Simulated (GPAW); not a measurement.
# InCuO3 (R3m) in GPAW: reference runs

Reference runs on InCuO3: the cell as given.

All numbers are computed with GPAW 26.7.0; they aren't measurements. Logs are shortened: lines on timing, memory, paths and dates and some standing lists are left out, and cuts for length are marked. The log counts tension as positive stress, the text compression.

## Step 1: Starting point

It takes space group R3m (No. 160, trigonal). Conventional cell: a = 3.447 Å, b = 3.447 Å, c = 17.122 Å, α = 90.00°, β = 90.00°, γ = 120.00°. In (site symmetry 3m) is surrounded by 6 O at 2.18 to 2.26 Å. Cu (site symmetry 3m) has 5 O at 1.86 to 1.99 Å as nearest neighbours. O (site symmetry 3m) is surrounded by 3 Cu at 1.99 Å. Around O (site symmetry 3m) lie 1 Cu at 1.88 Å. Around O (site symmetry 3m) lie 1 Cu at 1.86 Å.

The cell comes from a database or a generator and needn't be the stable form of this composition.

## Step 2: Single point, PBEsol

File run.py:

```python
from ase import Atoms
from ase.dft.bandgap import bandgap
from ase.io import write
from ase.units import Bohr, GPa
from gpaw import GPAW, PW, setup_paths
from gpaw.elf import elf_from_dft_calculation

setup_paths.insert(0, '.')

atoms = Atoms(['In', 'Cu', 'O', 'O', 'O'],
              cell=[[1.7236670375, 0.9951596281, 5.707186773],
                    [-1.7236670375, 0.9951596281, 5.707186773],
                    [0.0, -1.9903192562, 5.707186773]],
              scaled_positions=[[0.497831, 0.497831, 0.497831],
                                [0.003053, 0.003053, 0.003053],
                                [0.343328, 0.343328, 0.343328],
                                [0.893412, 0.893412, 0.893412],
                                [0.11191, 0.11191, 0.11191]],
              pbc=True)

calc = GPAW(mode=PW(800),
            xc='PBEsol',
            kpts={'size': (9, 9, 9), 'gamma': True},
            occupations={'name': 'fermi-dirac', 'width': 0.05},
            nbands=37,
            convergence={'density': 1e-05, 'energy': 1e-05},
            maxiter=150,
            txt='gpaw.txt')
atoms.calc = calc
energy = atoms.get_potential_energy()
forces = atoms.get_forces()
stress = atoms.get_stress()
calc.write('gs.gpw')
write('result.traj', atoms)
print(f'Energy: {energy:.6f} eV')
print('Forces (eV/A):')
print(forces.round(4))
print('Stress (GPa):', (stress / GPa).round(3))
print('Fermi level:', round(calc.get_fermi_level(), 4), 'eV')
print(f'Gap: {bandgap(calc)[0]:.4f} eV, direct: {bandgap(calc, direct=True)[0]:.4f} eV')

# fields on the real-space grid
write('density.cube', atoms, data=calc.get_pseudo_density() * Bohr**3)
write('potential.cube', atoms, data=calc.get_electrostatic_potential())
write('elf.cube', atoms, data=elf_from_dft_calculation(calc).data)
```

Potentials or basis: PAW data sets generated in the run's folder for this functional, pw.

Started as:

```console
$ gpaw-setup -f PBEsol Cu In O
$ OMP_NUM_THREADS=1 python run.py
```

gpaw.txt:

```text
__  _  _
 | _ |_)|_||  |
 |__||  | ||/\| - 26.7.0

Input parameters:
  mode=PW(ecut=800.0),
  convergence={'density': 1e-05, 'energy': 1e-05},
  kpts=MonkhorstPack(size=(9, 9, 9), gamma=True),
  maxiter=150,
  nbands=37,
  occupations=Occupations(name='fermi-dirac', width=0.05),
  xc=XC(name='PBEsol')

Diagonalizing LCAO Hamiltonian
Converting LCAO to pw mode

       O

       In

       O

       O

       Cu

Atoms  # Å, Bohr magnetons
|   | symbol |         x |         y |         z |    initial magnetic moments |
|---|--------|-----------|-----------|-----------|-----------------------------|
| 0 |     In | -0.000000 |  0.000000 |  8.523643 | ( 0.0000,  0.0000,  0.0000) |
| 1 |     Cu |  0.000000 |  0.000000 |  0.052272 | ( 0.0000,  0.0000,  0.0000) |
| 2 |      O |  0.000000 |  0.000000 |  5.878311 | ( 0.0000,  0.0000,  0.0000) |
| 3 |      O | -0.000000 | -0.000000 | 15.296607 | ( 0.0000,  0.0000,  0.0000) |
| 4 |      O |  0.000000 |  0.000000 |  1.916074 | ( 0.0000,  0.0000,  0.0000) |

Unit cell  # Å
| periodic |         x |         y |        z |  lengths |    angles |
|----------|-----------|-----------|----------|----------|-----------|
|      yes |  1.723667 |  0.995160 | 5.707187 | 6.044283 | 33.138397 |
|      yes | -1.723667 |  0.995160 | 5.707187 | 6.044283 | 33.138397 |
|      yes |  0.000000 | -1.990319 | 5.707187 | 6.044283 | 33.138397 |

Number of symmetries: 6
Symmetry operations  # r_c * U_cc + t_c -> r_c
|   | kind |            matrix            |
|---|------|------------------------------|
| 0 |  E   |  1, 0, 0,  0, 1, 0,  0, 0, 1 |
| 1 |  σ   |  1, 0, 0,  0, 0, 1,  0, 1, 0 |
| 2 |  σ   |  0, 1, 0,  1, 0, 0,  0, 0, 1 |
| 3 |  C3  |  0, 1, 0,  0, 0, 1,  1, 0, 0 |
| 4 |  C3  |  0, 0, 1,  1, 0, 0,  0, 1, 0 |
| 5 |  σ   |  0, 0, 1,  0, 1, 0,  1, 0, 0 |

BZ-sampling:
  Number of BZ points: 729
  Number of IBZ points: 85

  Monkhorst-Pack size: [9, 9, 9]
  Monkhorst-Pack shift: [0, 0, 0]

K-points  # in reciprocal-cell coordinates
|     |                                coordinates |     weight |
|-----|--------------------------------------------|------------|
|   0 | (  0.00000000,   0.00000000,   0.00000000) | 0.00137174 |
|   1 | (  0.11111111,   0.00000000,  -0.11111111) | 0.00823045 |
|   2 | (  0.11111111,   0.00000000,   0.00000000) | 0.00823045 |
|   3 | (  0.11111111,   0.11111111,  -0.11111111) | 0.00823045 |
|   4 | (  0.11111111,   0.11111111,   0.00000000) | 0.00823045 |
|   5 | (  0.11111111,   0.11111111,   0.11111111) | 0.00274348 |
|   6 | (  0.22222222,  -0.11111111,  -0.11111111) | 0.00823045 |
|   7 | (  0.22222222,   0.00000000,  -0.22222222) | 0.00823045 |
|   8 | (  0.22222222,   0.00000000,  -0.11111111) | 0.01646091 |
|   9 | (  0.22222222,   0.00000000,   0.00000000) | 0.00823045 |
| ... |                                            |            |
|  84 | (  0.44444444,   0.44444444,   0.44444444) | 0.00274348 |

Plane wave coefficients: 3036
Cutoff: 800.0 eV

Spin-components: 1 (collinear spins)
Bands:           37
Projectors:      27
Spin-degeneracy: 2
Datatype:        complex128

Parallelization:
  kpt:    1
  domain: 1
  band:   1

Density:
  Valence electrons: 42.0
  Components: 1
  Grid points: [40 40 40]
  Charge: 0.0  # |e|

Potential:
  Grid points: [40 40 40]

species:
  In:
    name:    Indium
    Z:       49.0
    valence: 13
    core:    36
    charge:  0.0  # [|e|]
    compensation charges:
      type: gauss
      rc: 0.36  # [Å]
      lmax: 2
    cutoffs:
      filter: 2.09  # [Å]
      core: 2.48  # [Å]
    projectors
    | kind |    occ | energy [eV] | rcut [Å] |
    |------|--------|-------------|----------|
    |   5s |  2.000 |      -8.248 |    1.185 |
    |   5p |  1.000 |      -2.521 |    1.244 |
    |   4d | 10.000 |     -18.596 |    1.148 |
    |    s |        |      18.964 |    1.185 |
    |    p |        |      24.691 |    1.244 |
    |    d |        |       8.615 |    1.148 |

    Using partial waves for In as LCAO basis

  Cu:
    name:    Copper
    Z:       29.0
    valence: 11
    core:    18
    charge:  0.0  # [|e|]
    compensation charges:
      type: gauss
      rc: 0.33  # [Å]
      lmax: 2
    cutoffs:
      filter: 2.06  # [Å]
      core: 2.43  # [Å]
    projectors
    | kind |    occ | energy [eV] | rcut [Å] |
    |------|--------|-------------|----------|
    |   4s |  1.000 |      -4.607 |    1.164 |
    |   4p |  0.000 |      -0.637 |    1.164 |
    |   3d | 10.000 |      -5.060 |    1.058 |
    |    s |        |      22.604 |    1.164 |
    |    p |        |      26.574 |    1.164 |
    |    d |        |      22.151 |    1.058 |

    Using partial waves for Cu as LCAO basis

  O:
    name:    Oxygen
    Z:       8.0
    valence: 6
    core:    2
    charge:  0.0  # [|e|]
    compensation charges:
      type: gauss
      rc: 0.21  # [Å]
      lmax: 2
    cutoffs:
      filter: 1.17  # [Å]
      core: 0.83  # [Å]
    projectors
    | kind |    occ | energy [eV] | rcut [Å] |
    |------|--------|-------------|----------|
    |   2s |  2.000 |     -23.808 |    0.688 |
    |   2p |  4.000 |      -8.972 |    0.598 |
    |    s |        |       3.404 |    0.688 |
    |    p |        |      18.239 |    0.598 |
    |    d |        |       0.000 |    0.619 |

    Using partial waves for O as LCAO basis

Reference energy: -210988.990522  # eV

eigensolver:
  PPCG
  Converge bands: occupied
  niter=2

density mixing:
  MSR1-Mixer
  Pratt-step length: 0.05
  Maximum mixing coefficient: 0.75
  Old densities: 10
  SVD Regularization: 0.005
  Good broyden scale: 1.0
  Trust region scale: 1.0
  Backstep threshold: 4.0
  History deletion threshold: 6.0
  Fourier metric: weight=20.0, sigma=0.015

occupation numbers:
  Fermi-Dirac:
    width: 0.0500  # eV

poisson solver:
  ecut: 6400.0  # eV

xc functional:
  name: PBEsol with 2 nearest neighbor stencil

convergence criteria:
- Maximum integral of absolute [dens]ity change: 1e-05 electrons / valence electron
- Maximum [total energy] change in last 3 cyles: 1e-05 eV / valence electron
- Maximum integral of absolute [eigenst]ate change: 4e-08 eV^2 / valence electron
maximum number of iterations: 150

SCF iterations
|iter     | |      energy | eigst |  dens |
|---------|-|-------------|-------|-------|
|iter:   1| |  -37.291115 | +0.28 |       |
|iter:   2| |  -33.087442 | -1.41 | -0.83 |
|iter:   3| |  -29.050316 | -1.27 | -0.93 |
|iter:   4| |  -28.742464 | -2.09 | -1.30 |
|iter:   5| |  -28.681702 | -3.53 | -1.54 |
|iter:   6| |  -28.660749 | -3.35 | -1.78 |
|iter:   7| |  -28.660380 | -4.94 | -2.74 |
|iter:   8| |  -28.660401c| -5.46 | -3.08 |
|iter:   9| |  -28.660359c| -5.71 | -3.45 |
|iter:  10| |  -28.660361c| -6.86 | -3.82 |
|iter:  11| |  -28.660360c| -8.00c| -4.42 |
|iter:  12| |  -28.660361c| -8.13c| -4.93 |
|iter:  13| |  -28.660360c| -8.19c| -5.34c|

Converged in 13 steps
Energy contributions relative to reference atoms: (reference = -210988.990522)

Energy contributions:
  Kinetic:          19.731368
  Coulomb:         -22.807528
  Zero:              0.787130
  External:          0.000000
  Xc:              -26.363599
  Entropy:          -0.015462
  Spinorbit:         0.000000
  ----------------------------
  Free energy:     -28.668092
  Extrapolated:    -28.660360

dipole moment: (-0.000000, -0.000000, -36.493204)  # |e|*Ang

Fermi level: 5.660
Eigenvalues  # (at kpt = [0.000, 0.000, 0.000])
| band index |      eig [eV] | occ [0-2] |
|------------|---------------|-----------|
|          0 |       -13.476 |     2.000 |
|        ... |               |           |
|         12 |         2.010 |     2.000 |
|         13 |         2.010 |     2.000 |
|         14 |         2.961 |     2.000 |
|         15 |         2.961 |     2.000 |
|         16 |         3.835 |     2.000 |
|         17 |         4.314 |     2.000 |
[... 8 lines left out ...]
|         26 |        15.804 |     0.000 |
|         27 |        18.517 |     0.000 |
|        ... |               |           |
|         36 |        25.822 |     0.000 |

No gap
No difference between direct/indirect transitions

Forces  # eV/Ang
|       x |        y |        z |
|---------|----------|----------|
| 0.00000 |  0.00000 | -0.03869 |  # In   0
| 0.00000 |  0.00000 | -0.08585 |  # Cu   1
| 0.00000 | -0.00000 |  0.04037 |  # O    2
| 0.00000 | -0.00000 | -0.17253 |  # O    3
| 0.00000 | -0.00000 |  0.25673 |  # O    4

Stress tensor  # eV/Ang^3
|         x |         y |         z |
|-----------|-----------|-----------|
|  0.040163 |  0.000000 |  0.000000 |
| -0.000000 |  0.040163 | -0.000000 |
|  0.000000 | -0.000000 |  0.032372 |

# Writing to gs.gpw (mode='')
```

It took 6.8 min on 1 thread of Arm Neoverse V2, shared host; peak memory 0.46 GiB.

What came out:

```
Free energy            : -28.6681 eV
Pressure               : -6.0 GPa
Largest force          : 0.257 eV/Å
Band gap on the k mesh : none (metal or under the smearing width)
```

Forces on the atoms (eV/Å):
```
In   0.000  0.000 -0.039
Cu   0.000  0.000 -0.086
O    0.000  0.000  0.040
O    0.000  0.000 -0.173
O    0.000  0.000  0.257
```

Levels at points of the mesh, in eV from the Fermi level:
```
           k point  band 18  band 19  band 20  band 21  band 22  band 23  band 24  band 25
(0.00, 0.00, 0.00)    -1.35    -1.35    -1.07     0.25     0.25     1.09     5.71     6.70
```

Caveat: with this Cu data set, volumes or pressures lay over 1.5 % or 2 GPa off other programs in two to four cells of ten; the run has no spin polarisation, though such a crystal can be magnetic; semilocal functionals often make such compounds metallic where correlation or magnetic order opens a gap, which also shifts bond lengths; the program warned that so skewed a cell can give wrong results. With open d or f shells a metallic result of PBEsol can be an artefact of self-interaction; +U or a hybrid may open a gap.
